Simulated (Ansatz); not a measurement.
Here is an Ansatz 0.2.0 calculation.

input.yaml

```yaml
crystal:
  lattice:
    - [-2.1015, 2.1015, 4.8815]
    - [2.1015, -2.1015, 4.8815]
    - [2.1015, 2.1015, -4.8815]
  atoms:
    - { symbol: Yb, position: [0.0, 0.0, 0.0], spin: 1.2666666667 }
    - { symbol: Ru, position: [0.25, 0.75, 0.5], spin: 1.2666666667 }
    - { symbol: Ru, position: [0.75, 0.25, 0.5], spin: 1.2666666667 }
    - { symbol: Ge, position: [0.625, 0.625, 0.0] }
    - { symbol: Ge, position: [0.375, 0.375, 0.0] }
hamiltonian:
  xc: pbesol
  pseudopotentials: { kind: paw }
magnetization:
  spin_polarized: true
  initial_magnetization: 3.8
  spin_locking: { lock_magnetization: hard }
kpoints:
  mp_grid: { grid: [8, 8, 8] }
scf:
  occupations: { method: fermi_dirac, width: 0.05 }
  lower_state_search: "off"
output:
  forces: true
  stress: true
  eigenvalues: true
```

Potentials or basis: Ansatz PAW.

Launch:

```sh
$ ansatz run input.yaml --threads 2 --pin off --max-ram 5632MiB --backend cpu --events-out ev --progress --plain --runs-dir out
```

(1) Predict the largest force.

(2) Predict the pressure.

Results:

(1) 0.512 eV/Å.

(2) 3.6 GPa.

Caveat: spin-orbit coupling is left out, which moves the levels of the heavy elements; the cell's inner coordinates are idealised or old, which leaves forces on the atoms; the total moment is fixed, so each spin has its own Fermi level; without U or exact exchange the open f shell lies at the Fermi level, which spoils levels, moments and volumes; the PAW data sets come from PBE, with cores solved anew for the run's functional, which leaves a small shift of forces and pressure; the thresholds are loose for stress.
